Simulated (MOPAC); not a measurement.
# PM7 on CdS (Hawleyite): a test of settings

Aim: start from a run with usual settings and see what each changed setting does to the results.

Computed with MOPAC 23.2.5 (PM7, atoms fixed, no spin polarisation, unless a step's input says otherwise).

## 1. Starting point

It takes space group F-43m (No. 216, cubic). Conventional cell: a = 5.878 Å, b = 5.878 Å, c = 5.878 Å, α = 90.00°, β = 90.00°, γ = 90.00°. Cd (site symmetry -43m) has 4 S at 2.55 Å as nearest neighbours. S (site symmetry -43m) has 4 Cd at 2.55 Å as nearest neighbours.

Coordinates:

```cif
data_structure
_symmetry_space_group_name_H-M 'P 1'
_symmetry_Int_Tables_number 1
_cell_length_a 4.1567
_cell_length_b 4.1567
_cell_length_c 4.1567
_cell_angle_alpha 60.000
_cell_angle_beta 60.000
_cell_angle_gamma 60.000
_cell_volume 50.78
loop_
_atom_site_label
_atom_site_type_symbol
_atom_site_fract_x
_atom_site_fract_y
_atom_site_fract_z
_atom_site_occupancy
Cd1 Cd 0.00000 0.00000 0.00000 1
S1 S 0.25000 0.25000 0.25000 1
```

## 2. The reference run

The gap of PM6 and PM7 is a difference of Hartree-Fock-like orbital energies, with no screening; it often comes out too large, and it hangs on the parameters.

Input file run.mop:

```
PM7 1SCF GRADIENTS AUX(PRECISION=6) THREADS=1
crystal as a cluster of 2x2x2 conventional cells

Cd 8.817642 1 0.000000 1 -8.817642 1
S 10.287249 1 1.469607 1 -7.348035 1
Cd 2.939214 1 0.000000 1 -8.817642 1
S 4.408821 1 1.469607 1 -7.348035 1
Cd 5.878428 1 2.939214 1 -8.817642 1
S 7.348035 1 4.408821 1 -7.348035 1
Cd 8.817642 1 5.878428 1 -8.817642 1
S 10.287249 1 7.348035 1 -7.348035 1
Cd 5.878428 1 0.000000 1 -5.878428 1
S 7.348035 1 1.469607 1 -4.408821 1
Cd 8.817642 1 2.939214 1 -5.878428 1
S 10.287249 1 4.408821 1 -4.408821 1
Cd 8.817642 1 0.000000 1 -2.939214 1
S 10.287249 1 1.469607 1 -1.469607 1
Cd 0.000000 1 2.939214 1 -8.817642 1
S 1.469607 1 4.408821 1 -7.348035 1
Cd 2.939214 1 5.878428 1 -8.817642 1
S 4.408821 1 7.348035 1 -7.348035 1
Cd 5.878428 1 8.817642 1 -8.817642 1
S 7.348035 1 10.287249 1 -7.348035 1
Cd 0.000000 1 0.000000 1 -5.878428 1
S 1.469607 1 1.469607 1 -4.408821 1
Cd 2.939214 1 2.939214 1 -5.878428 1
S 4.408821 1 4.408821 1 -4.408821 1
Cd 5.878428 1 5.878428 1 -5.878428 1
S 7.348035 1 7.348035 1 -4.408821 1
Cd 8.817642 1 8.817642 1 -5.878428 1
S 10.287249 1 10.287249 1 -4.408821 1
Cd 2.939214 1 0.000000 1 -2.939214 1
S 4.408821 1 1.469607 1 -1.469607 1
Cd 5.878428 1 2.939214 1 -2.939214 1
S 7.348035 1 4.408821 1 -1.469607 1
Cd 8.817642 1 5.878428 1 -2.939214 1
S 10.287249 1 7.348035 1 -1.469607 1
Cd 5.878428 1 0.000000 1 0.000000 1
S 7.348035 1 1.469607 1 -10.287249 1
Cd 8.817642 1 2.939214 1 0.000000 1
S 10.287249 1 4.408821 1 -10.287249 1
Cd 0.000000 1 8.817642 1 -8.817642 1
S 1.469607 1 10.287249 1 -7.348035 1
Cd 0.000000 1 5.878428 1 -5.878428 1
S 1.469607 1 7.348035 1 -4.408821 1
Cd 2.939214 1 8.817642 1 -5.878428 1
S 4.408821 1 10.287249 1 -4.408821 1
Cd 0.000000 1 2.939214 1 -2.939214 1
S 1.469607 1 4.408821 1 -1.469607 1
Cd 2.939214 1 5.878428 1 -2.939214 1
S 4.408821 1 7.348035 1 -1.469607 1
Cd 5.878428 1 8.817642 1 -2.939214 1
S 7.348035 1 10.287249 1 -1.469607 1
Cd 0.000000 1 0.000000 1 0.000000 1
S 1.469607 1 1.469607 1 -10.287249 1
Cd 2.939214 1 2.939214 1 0.000000 1
S 4.408821 1 4.408821 1 -10.287249 1
Cd 5.878428 1 5.878428 1 0.000000 1
S 7.348035 1 7.348035 1 -10.287249 1
Cd 8.817642 1 8.817642 1 0.000000 1
S 10.287249 1 10.287249 1 -10.287249 1
Cd 0.000000 1 8.817642 1 -2.939214 1
S 1.469607 1 10.287249 1 -1.469607 1
Cd 0.000000 1 5.878428 1 0.000000 1
S 1.469607 1 7.348035 1 -10.287249 1
Cd 2.939214 1 8.817642 1 0.000000 1
S 4.408821 1 10.287249 1 -10.287249 1
Tv 11.756856 1 0.000000 1 0.000000 1
Tv 0.000000 1 0.000000 1 -11.756856 1
Tv 0.000000 1 11.756856 1 0.000000 1
```

Launch:

```bash
mopac run.mop
```

The log of the run (excerpt; [...] marks lines left out):

```text
[...]
           Empirical Formula: Cd32 S32  =    64 atoms
[...]
     SCF FIELD WAS ACHIEVED
[...]
                                                       MOPAC v23.2.5 Linux
          FINAL HEAT OF FORMATION =      -1267.90474 KCAL/MOL =   -5304.91342 KJ/MOL
          H.o.F. per unit cell    =        -39.62202 KCAL, for 32 unit cells, unit cell = Cd1 S1
          GRADIENT NORM           =         57.16005          =       7.14501 PER ATOM
          IONIZATION POTENTIAL    =          9.129104 EV
          HOMO LUMO ENERGIES (EV) =         -9.129 -2.605
          NO. OF FILLED LEVELS    =        128
          MOLECULAR WEIGHT        =       4623.0400         POINT GROUP:  C3v
          VOLUME OF UNIT CELL     =       1625.076 CUBIC ANGSTROMS
          DENSITY                 =          4.724 GRAMS/CC
                              A   =         11.757 ANGSTROMS
                              B   =         11.757 ANGSTROMS
                              C   =         11.757 ANGSTROMS
[...]
                             CARTESIAN COORDINATES
   1   Cd        8.817642000     0.000000000    -8.817642000
   2    S       10.287249000     1.469607000    -7.348035000
   3   Cd        2.939214000     0.000000000    -8.817642000
   4    S        4.408821000     1.469607000    -7.348035000
   5   Cd        5.878428000     2.939214000    -8.817642000
   6    S        7.348035000     4.408821000    -7.348035000
   7   Cd        8.817642000     5.878428000    -8.817642000
   8    S       10.287249000     7.348035000    -7.348035000
   9   Cd        5.878428000     0.000000000    -5.878428000
  10    S        7.348035000     1.469607000    -4.408821000
  11   Cd        8.817642000     2.939214000    -5.878428000
  12    S       10.287249000     4.408821000    -4.408821000
  13   Cd        8.817642000     0.000000000    -2.939214000
[...]
              NET ATOMIC CHARGES AND DIPOLE CONTRIBUTIONS
  ATOM NO.   TYPE          CHARGE      No. of ELECS.   s-Pop       p-Pop       d-Pop
    1         Cd           0.401961        1.5980     0.62213     0.97591
    2          S          -0.401961        6.4020     1.77185     4.59313     0.03699
    3         Cd           0.401959        1.5980     0.62212     0.97592
    4          S          -0.401958        6.4020     1.77185     4.59312     0.03699
    5         Cd           0.401960        1.5980     0.62212     0.97592
    6          S          -0.401959        6.4020     1.77185     4.59312     0.03699
    7         Cd           0.401961        1.5980     0.62212     0.97592
    8          S          -0.401961        6.4020     1.77185     4.59313     0.03699
    9         Cd           0.401959        1.5980     0.62212     0.97592
   10          S          -0.401958        6.4020     1.77185     4.59312     0.03699
   11         Cd           0.401960        1.5980     0.62212     0.97592
   12          S          -0.401958        6.4020     1.77185     4.59312     0.03699
[...]
 * JOB ENDED NORMALLY *
[...]
```

Run time: 14 s. Hardware: 1 thread of Arm Neoverse N1, shared host; peak memory 0.051 GiB.

Gap 6.52 eV. The 64 atoms of the cluster fold only a few k-points onto the zone centre, so gap and energy may not be converged in the cluster's size.

## 3. Change: method = RM1

Changes to run.mop since step 2:

```diff
@@ -1,2 +1,2 @@
-PM7 1SCF GRADIENTS AUX(PRECISION=6) THREADS=1
+RM1 1SCF GRADIENTS AUX(PRECISION=6) THREADS=1
 crystal as a cluster of 2x2x2 conventional cells
```

Launch:

```bash
mopac run.mop
```

The log of the run:

```text
[... start of the log left out ...]
    56         S          7.3480      7.3480    -10.2872
    57        Cd          8.8176      8.8176      0.0000
    58         S         10.2872     10.2872    -10.2872
    59        Cd          0.0000      8.8176     -2.9392
    60         S          1.4696     10.2872     -1.4696
    61        Cd          0.0000      5.8784      0.0000
    62         S          1.4696      7.3480    -10.2872
    63        Cd          2.9392      8.8176      0.0000
    64         S          4.4088     10.2872    -10.2872

  S: (RM1): G.B. ROCHA, R.O. FREIRE, A.M.SIMAS, J.J.P. STEWART, J. COMP. CHEM. 27, 1101 (2006)
 DATA ARE NOT AVAILABLE FOR ELEMENT NO. 48

          SOME ELEMENTS HAVE BEEN SPECIFIED FOR WHICH
          NO PARAMETERS ARE AVAILABLE.  CALCULATION STOPPED.

          Parameters for some elements are missing

           Empirical Formula: Cd32 S32  =    64 atoms

 ******************************************************************************
 *                                                                            *
 *     Error and normal termination messages reported in this calculation     *
 *                                                                            *
 * Parameters for some elements are missing                                   *
 * JOB ENDED NORMALLY                                                         *
 *                                                                            *
 ******************************************************************************

 TOTAL JOB TIME:             0.00 SECONDS

 == MOPAC DONE ==
```

Run time: 0.06 s. Hardware: 1 thread of Arm Neoverse N1, shared host; peak memory 0.014 GiB.

The program refused the job: «Parameters for some elements are missing».

## 4. Change: CUTOFP = 40

Changes to run.mop since step 3:

```diff
@@ -1,2 +1,2 @@
-RM1 1SCF GRADIENTS AUX(PRECISION=6) THREADS=1
+PM7 1SCF CUTOFP=40 GRADIENTS AUX(PRECISION=6) THREADS=1
 crystal as a cluster of 2x2x2 conventional cells
```

Launch:

```bash
mopac run.mop
```

The log of the run (excerpt; [...] marks lines left out):

```text
[...]
           Empirical Formula: Cd32 S32  =    64 atoms
[...]
     SCF FIELD WAS ACHIEVED
[...]
                                                       MOPAC v23.2.5 Linux
          FINAL HEAT OF FORMATION =      -1268.78111 KCAL/MOL =   -5308.58016 KJ/MOL
          H.o.F. per unit cell    =        -39.64941 KCAL, for 32 unit cells, unit cell = Cd1 S1
          GRADIENT NORM           =         61.06241          =       7.63280 PER ATOM
          IONIZATION POTENTIAL    =          9.132650 EV
          HOMO LUMO ENERGIES (EV) =         -9.133 -2.603
          NO. OF FILLED LEVELS    =        128
          MOLECULAR WEIGHT        =       4623.0400         POINT GROUP:  C3v
          VOLUME OF UNIT CELL     =       1625.076 CUBIC ANGSTROMS
          DENSITY                 =          4.724 GRAMS/CC
                              A   =         11.757 ANGSTROMS
                              B   =         11.757 ANGSTROMS
                              C   =         11.757 ANGSTROMS
[...]
              NET ATOMIC CHARGES AND DIPOLE CONTRIBUTIONS
  ATOM NO.   TYPE          CHARGE      No. of ELECS.   s-Pop       p-Pop       d-Pop
    1         Cd           0.402950        1.5971     0.62154     0.97551
    2          S          -0.402950        6.4029     1.77194     4.59403     0.03698
    3         Cd           0.402948        1.5971     0.62154     0.97552
    4          S          -0.402947        6.4029     1.77194     4.59403     0.03698
    5         Cd           0.402949        1.5971     0.62153     0.97552
    6          S          -0.402948        6.4029     1.77194     4.59403     0.03698
    7         Cd           0.402950        1.5971     0.62153     0.97552
    8          S          -0.402950        6.4030     1.77194     4.59403     0.03698
    9         Cd           0.402948        1.5971     0.62153     0.97552
   10          S          -0.402947        6.4029     1.77194     4.59403     0.03698
   11         Cd           0.402949        1.5971     0.62153     0.97552
   12          S          -0.402947        6.4029     1.77194     4.59403     0.03698
[...]
 * JOB ENDED NORMALLY *
[...]
```

Wall time 17 s (1 thread of Arm Neoverse N1, shared host); peak memory 0.055 GiB.

Against the reference run the gap moves by +0.01 eV and the energy by -0.6 meV/atom.

## 5. Change: CUTOFP = 10

Changes to run.mop since step 4:

```diff
@@ -1,2 +1,2 @@
-PM7 1SCF CUTOFP=40 GRADIENTS AUX(PRECISION=6) THREADS=1
+PM7 1SCF CUTOFP=10 GRADIENTS AUX(PRECISION=6) THREADS=1
 crystal as a cluster of 2x2x2 conventional cells
```

Launch:

```bash
mopac run.mop
```

The log of the run (excerpt; [...] marks lines left out):

```text
[...]
           Empirical Formula: Cd32 S32  =    64 atoms
[...]
     SCF FIELD WAS ACHIEVED
[...]
                                                       MOPAC v23.2.5 Linux
          FINAL HEAT OF FORMATION =      -1281.44278 KCAL/MOL =   -5361.55658 KJ/MOL
          H.o.F. per unit cell    =        -40.04509 KCAL, for 32 unit cells, unit cell = Cd1 S1
          GRADIENT NORM           =         65.93219          =       8.24152 PER ATOM
          IONIZATION POTENTIAL    =          9.184297 EV
          HOMO LUMO ENERGIES (EV) =         -9.184 -2.565
          NO. OF FILLED LEVELS    =        128
          MOLECULAR WEIGHT        =       4623.0400         POINT GROUP:  C3v
          VOLUME OF UNIT CELL     =       1625.076 CUBIC ANGSTROMS
          DENSITY                 =          4.724 GRAMS/CC
                              A   =         11.757 ANGSTROMS
                              B   =         11.757 ANGSTROMS
                              C   =         11.757 ANGSTROMS
[...]
              NET ATOMIC CHARGES AND DIPOLE CONTRIBUTIONS
  ATOM NO.   TYPE          CHARGE      No. of ELECS.   s-Pop       p-Pop       d-Pop
    1         Cd           0.416645        1.5834     0.61346     0.96989
    2          S          -0.416645        6.4166     1.77329     4.60648     0.03687
    3         Cd           0.416644        1.5834     0.61346     0.96990
    4          S          -0.416642        6.4166     1.77329     4.60648     0.03687
    5         Cd           0.416644        1.5834     0.61346     0.96990
    6          S          -0.416643        6.4166     1.77329     4.60648     0.03687
    7         Cd           0.416645        1.5834     0.61346     0.96990
    8          S          -0.416645        6.4166     1.77329     4.60649     0.03687
    9         Cd           0.416643        1.5834     0.61346     0.96990
   10          S          -0.416642        6.4166     1.77329     4.60648     0.03687
   11         Cd           0.416644        1.5834     0.61346     0.96990
   12          S          -0.416643        6.4166     1.77329     4.60648     0.03687
[...]
 * JOB ENDED NORMALLY *
[...]
```

Run time: 8.9 s. Hardware: 1 thread of Arm Neoverse N1, shared host; peak memory 0.049 GiB.

Against the reference run the gap moves by +0.10 eV and the energy by -9.2 meV/atom.

## 6. Change: method = PM6-D3H4

Changes to run.mop since step 5:

```diff
@@ -1,2 +1,2 @@
-PM7 1SCF CUTOFP=10 GRADIENTS AUX(PRECISION=6) THREADS=1
+PM6-D3H4 1SCF GRADIENTS AUX(PRECISION=6) THREADS=1
 crystal as a cluster of 2x2x2 conventional cells
```

Launch:

```bash
mopac run.mop
```

The log of the run (excerpt; [...] marks lines left out):

```text
[...]
           Empirical Formula: Cd32 S32  =    64 atoms
[...]
     SCF FIELD WAS ACHIEVED
[...]
                                                       MOPAC v23.2.5 Linux
          FINAL HEAT OF FORMATION =      -2836.20772 KCAL/MOL =  -11866.69310 KJ/MOL
          H.o.F. per unit cell    =        -88.63149 KCAL, for 32 unit cells, unit cell = Cd1 S1
          GRADIENT NORM           =        135.17866          =       16.89733 PER ATOM
          IONIZATION POTENTIAL    =          6.823787 EV
          HOMO LUMO ENERGIES (EV) =         -6.824 -4.203
          NO. OF FILLED LEVELS    =        128
          MOLECULAR WEIGHT        =       4623.0400         POINT GROUP:  C3v
          VOLUME OF UNIT CELL     =       1625.076 CUBIC ANGSTROMS
          DENSITY                 =          4.724 GRAMS/CC
                              A   =         11.757 ANGSTROMS
                              B   =         11.757 ANGSTROMS
                              C   =         11.757 ANGSTROMS
[...]
              NET ATOMIC CHARGES AND DIPOLE CONTRIBUTIONS
  ATOM NO.   TYPE          CHARGE      No. of ELECS.   s-Pop       p-Pop       d-Pop
    1         Cd           0.972651        1.0273     0.69276     0.33459
    2          S          -0.973524        6.9735     1.88440     5.06557     0.02356
    3         Cd           0.972169        1.0278     0.69311     0.33472
    4          S          -0.971459        6.9715     1.88448     5.06328     0.02370
    5         Cd           0.972502        1.0275     0.69291     0.33459
    6          S          -0.976965        6.9770     1.88438     5.06902     0.02356
    7         Cd           0.972927        1.0271     0.69252     0.33455
    8          S          -0.974147        6.9741     1.88436     5.06626     0.02353
    9         Cd           0.972279        1.0277     0.69310     0.33462
   10          S          -0.976228        6.9762     1.88443     5.06822     0.02358
   11         Cd           0.972757        1.0272     0.69266     0.33458
   12          S          -0.975900        6.9759     1.88438     5.06802     0.02350
[...]
 * JOB ENDED NORMALLY *
[...]
```

Run time: 80 s. Hardware: 1 thread of Arm Neoverse N1, shared host; peak memory 0.057 GiB.

Totals of another method or basis aren't compared here.

## 7. Change: CHARGE = 2

Changes to run.mop since step 6:

```diff
@@ -1,2 +1,2 @@
-PM6-D3H4 1SCF GRADIENTS AUX(PRECISION=6) THREADS=1
+PM7 1SCF CHARGE=2 GRADIENTS AUX(PRECISION=6) THREADS=1
 crystal as a cluster of 2x2x2 conventional cells
```

Launch:

```bash
mopac run.mop
```

The log of the run:

```text
[... start of the log left out ...]
                              PM7 CALCULATION RESULTS

 *******************************************************************************
 *  PM7        - The PM7 Hamiltonian to be used
 *
 *
 *
 *                 CHARGE ON SYSTEM = +2
 *
 *
 *

          INFINITE SYSTEMS MUST HAVE A ZERO CHARGE ON THE UNIT CELL

          Unit cell has a charge. Correct fault and re-submit
 *
 *  Errors detected in keywords.  Job stopped here to avoid wasting time.
 *
 *******************************************************************************

 ******************************************************************************
 *                                                                            *
 *     Error and normal termination messages reported in this calculation     *
 *                                                                            *
 * Unit cell has a charge. Correct fault and re-submit                        *
 * JOB ENDED NORMALLY                                                         *
 *                                                                            *
 ******************************************************************************

 TOTAL JOB TIME:             0.00 SECONDS

 == MOPAC DONE ==
```

Run time: 0.06 s. Hardware: 1 thread of Arm Neoverse N1, shared host; peak memory 0.014 GiB.

The program refused the job: «Unit cell has a charge. Correct fault and re-submit».

## 8. Change: cluster = 1x1x1

Input file run.mop:

```
PM7 1SCF GRADIENTS AUX(PRECISION=6) THREADS=1
crystal as a cluster of 1x1x1 conventional cells

Cd 2.939214 1 0.000000 1 -2.939214 1
S 4.408821 1 1.469607 1 -1.469607 1
Cd 0.000000 1 2.939214 1 -2.939214 1
S 1.469607 1 4.408821 1 -1.469607 1
Cd 0.000000 1 0.000000 1 0.000000 1
S 1.469607 1 1.469607 1 -4.408821 1
Cd 2.939214 1 2.939214 1 0.000000 1
S 4.408821 1 4.408821 1 -4.408821 1
Tv 5.878428 1 0.000000 1 0.000000 1
Tv 0.000000 1 0.000000 1 -5.878428 1
Tv 0.000000 1 5.878428 1 0.000000 1
```

Launch:

```bash
mopac run.mop
```

The log of the run:

```text
[... start of the log left out ...]

     1        Cd          2.9392      0.0000     -2.9392
     2         S          4.4088      1.4696     -1.4696
     3        Cd          0.0000      2.9392     -2.9392
     4         S          1.4696      4.4088     -1.4696
     5        Cd          0.0000      0.0000      0.0000
     6         S          1.4696      1.4696     -4.4088
     7        Cd          2.9392      2.9392      0.0000
     8         S          4.4088      4.4088     -4.4088

 General Reference for PM7:
 "Optimization of Parameters for Semiempirical Methods VI: More Modifications to the
 NDDO Approximations and Re-optimization of Parameters", J. J. P. Stewart, J. Mol. Mod., 1:32, 19 (2013)

           Empirical Formula: Cd4 S4  =     8 atoms

          Excessive size of lattice vector summation
          To avoid this problem, pack atoms more tightly in the central unit cell (try MAKPOL)
          To over-ride this safety check, add keyword 'GEO-OK'

 ******************************************************************************
 *                                                                            *
 *     Error and normal termination messages reported in this calculation     *
 *                                                                            *
 * Excessive size of lattice vector summation                                 *
 * JOB ENDED NORMALLY                                                         *
 *                                                                            *
 ******************************************************************************

 TOTAL JOB TIME:             0.01 SECONDS

 == MOPAC DONE ==
```

Run time: 0.06 s. Hardware: 1 thread of Arm Neoverse N1, shared host; peak memory 0.014 GiB.

The program refused the job: «Excessive size of lattice vector summation».

## 9. What moved

| change | ends | gap (eV) | energy (meV/atom) | pressure (GPa) | time |
| --- | --- | --- | --- | --- | --- |
| none | converged | 6.52 | 0 | – | 14 s |
| method = RM1 | refused | – | – | – | 0.06 s |
| CUTOFP = 40 | converged | +0.01 | -0.6 | – | 17 s |
| CUTOFP = 10 | converged | +0.10 | -9.2 | – | 8.9 s |
| method = PM6-D3H4 | converged | -3.90 | – | – | 80 s |
| CHARGE = 2 | refused | – | – | – | 0.06 s |
| cluster = 1x1x1 | refused | – | – | – | 0.06 s |

The first row holds values, the others changes from it. Keys are the program's: temperature in eV (tblite) or K (CP2K), cutoffs in Ry, CUTOFP in Å. Among the numerical settings, CUTOFP = 10 moves the energy most (-9.2 meV/atom). 3 of the 6 changes gave no result. The changed runs test settings; they are no properties of the crystal.
